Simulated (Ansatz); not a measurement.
InO, an atomisation energy

Program: Ansatz's Python interface.

Typed at the interpreter:
```pycon
>>> from collections import Counter
>>> from dataclasses import dataclass
>>> import ansatz
>>> @dataclass(frozen=True)
... class Settings:
...     basis_set: str = "def2-SVP"
...     functional: str = "PBE0"
...     vdw: str = "d4"
...
>>> opts = Settings()
>>> def single_point(molecule, charge=0, unpaired=0):
...     calc = (
...         molecule.calculation()
...         .basis(gaussian=opts.basis_set)
...         .functional(opts.functional, dispersion=opts.vdw)
...     )
...     if charge:
...         calc = calc.charge(charge)
...     if unpaired:
...         calc = calc.spin("collinear", total=unpaired)
...     return calc.run().report["free_energy_ev"]
...
>>> GEOMETRY = """
... In    0.00000    0.00000    0.00000
... O     0.00000    0.00000    1.99000
... """
>>> geometry = ansatz.Crystal.molecule()
>>> for line in GEOMETRY.strip().splitlines():
...     symbol, *xyz = line.split()
...     geometry = geometry.atom(symbol, [float(v) for v in xyz])
...
>>> # Hund ground states
>>> unpaired = {"In": 1, "O": 2}
>>> counts = Counter(site.symbol for site in geometry.cartesian_sites)
>>> atom_energy = {s: single_point(ansatz.Crystal.molecule().atom(s, (0, 0, 0)), 0, unpaired[s]) for s in counts}
>>> whole = single_point(geometry, 0, 1)
>>> for s, e in atom_energy.items():
...     print(f"{s:2s} x{counts[s]}  {e:14.5f} eV")
...
In x1     -5173.14337 eV
O  x1     -2038.81032 eV
>>> print(f"InO: {whole:.5f} eV")
InO: -7215.20900 eV
>>> split = sum(counts[s] * e for s, e in atom_energy.items()) - whole
>>> print(f"atomisation energy (no zero-point term): {23.060548 * split:.1f} kcal/mol, {split / sum(counts.values()):.3f} eV an atom")
atomisation energy (no zero-point term): 75.1 kcal/mol, 1.628 eV an atom
```

75.1 kcal/mol from the electronic energies, without the zero-point term.

Reading the output:
- Total energies depend on the basis set; only differences at equal settings carry meaning.
- The geometry is a force-field or estimated start, not a minimum of this method, and the basis set is short of its limit. All parts are taken at fixed geometry, without zero-point energy.
- def2 sets replace the cores of elements past krypton by effective core potentials.
- The run takes the species as open-shell (spin multiplicity 2), which needn't be its ground state.
- The spin-orbit lowering of heavy atoms is left out.
- The spin state was assumed, and another may lie lower.
- Hardware and time: 5.5 s on 1 thread of Arm Neoverse V1, on a shared host, peak memory 0.17 GiB.
